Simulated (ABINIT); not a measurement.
Input of an ABINIT 10.8.3 (patched build) run:

Contents of run.abi:

```
# Pseudopotentials
pp_dirpath "./"
pseudos "Dy.LDA_PW-JTH.xml, O.LDA_PW-JTH.xml"

# Structure
acell 3*1.0
rprim
     0.0000000000     4.7736507505     4.7736507505
     4.7736507505     0.0000000000     4.7736507505
     4.7736507505     4.7736507505     0.0000000000
ntypat 2
znucl 66 8
natom 2
typat 1 2
xred
     0.0000000000     0.0000000000     0.0000000000
     0.2500000000     0.2500000000     0.2500000000

# Plane-wave basis
ecut 25.0
pawecutdg 47.0

# k points
kptopt 1
ngkpt 6 6 6
nshiftk 1
shiftk 0.0 0.0 0.0

# Exchange and correlation
ixc 7

# Bands and occupations
nband 20
occopt 7
tsmear 0.00183747

# DFT+U
usepawu 1
lpawu 3 -1
upawu 6.0 0.0 eV
jpawu 0.0 0.0 eV

# SCF cycle
nstep 100
tolvrs 1.0e-9

# Output
iomode 3
prtwf 0
prteig 0
prtebands 0
prtvol 2
prtden 1
prtvha 1
prtvclmb 1
prtpot 1
```

Potentials or basis: JTH PAW LDA v2.0.

Launch:

```bash
$ abinit run.abi > log 2>&1
```

Task: Estimate the pressure.

Result: 15.6 GPa.

Task: Estimate the band gap on the k mesh.

Result: None (metal or under the smearing width).

Caveat: the run has no spin polarisation, though such a crystal can be magnetic; U without spin polarisation on a metal has little footing. Spin polarisation is off, so any magnetic state and its effect on volume and gap are missing.
